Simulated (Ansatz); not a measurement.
# ZnCd2Se3: the cost of one run

Program: Ansatz 0.2.0. Level of theory: DFT PBE, scalar-relativistic, plane waves, PAW. These are calculated values, not measurements.

### Step 1. The system as given

It takes space group P-3m1 (No. 164, trigonal). The conventional cell has a = 6.718 Å, b = 6.718 Å, c = 4.356 Å, α = 90.00°, β = 90.00°, γ = 120.00°. Around Zn (site symmetry -3m) lie 6 Se at 3.36 Å. Cd (site symmetry 3m) has 3 Se at 2.04 Å in its first shell of neighbours. Se (site symmetry 2/m) has 2 Cd at 2.04 Å in its first shell of neighbours.

Coordinates:

```
CELL_PARAMETERS angstrom
6.71833 0.00000 0.00000
-3.35916 5.81824 0.00000
0.00000 0.00000 4.35649
ATOMIC_POSITIONS crystal
Zn 0.00000 0.00000 0.50000
Cd 0.33333 0.66667 0.64503
Cd 0.66667 0.33333 0.35497
Se 0.50000 0.00000 0.50000
Se 0.00000 0.50000 0.50000
Se 0.50000 0.50000 0.50000
```

A structure generator made this guess: random cell by space group and Wyckoff sites (P-3m1, No. 164). Its size is a rough estimate.

### Step 2. Probe: one point on a coarse mesh

The input, input.yaml:

```yaml
crystal:
  lattice:
    - [6.71832867, 0.0, 0.0]
    - [-3.35916433, 5.8182433, 0.0]
    - [0.0, 0.0, 4.35648593]
  atoms:
    - { symbol: Zn, position: [0.0, 0.0, 0.5] }
    - { symbol: Cd, position: [0.33333333, 0.66666667, 0.64502529] }
    - { symbol: Cd, position: [0.66666667, 0.33333333, 0.35497471] }
    - { symbol: Se, position: [0.5, 0.0, 0.5] }
    - { symbol: Se, position: [0.0, 0.5, 0.5] }
    - { symbol: Se, position: [0.5, 0.5, 0.5] }
basis:
  ecutwfc: 420
kpoints:
  mp_grid: { grid: [3, 3, 4] }
hamiltonian:
  xc: pbe
scf:
  occupations: { method: gaussian, width: 0.1 }
  lower_state_search: "off"
output:
  forces: true
  stress: true
  eigenvalues: true
```

Command:

```sh
ansatz run input.yaml --threads 1 --pin off --max-ram 2560MiB --backend cpu --events-out ev --progress --plain --runs-dir out
```

What time and memory should one allow on 1 thread of Intel Xeon at 2.50GHz (Skylake/Cascade Lake), shared host?

About 13 s, with a peak of 0.48 GiB.
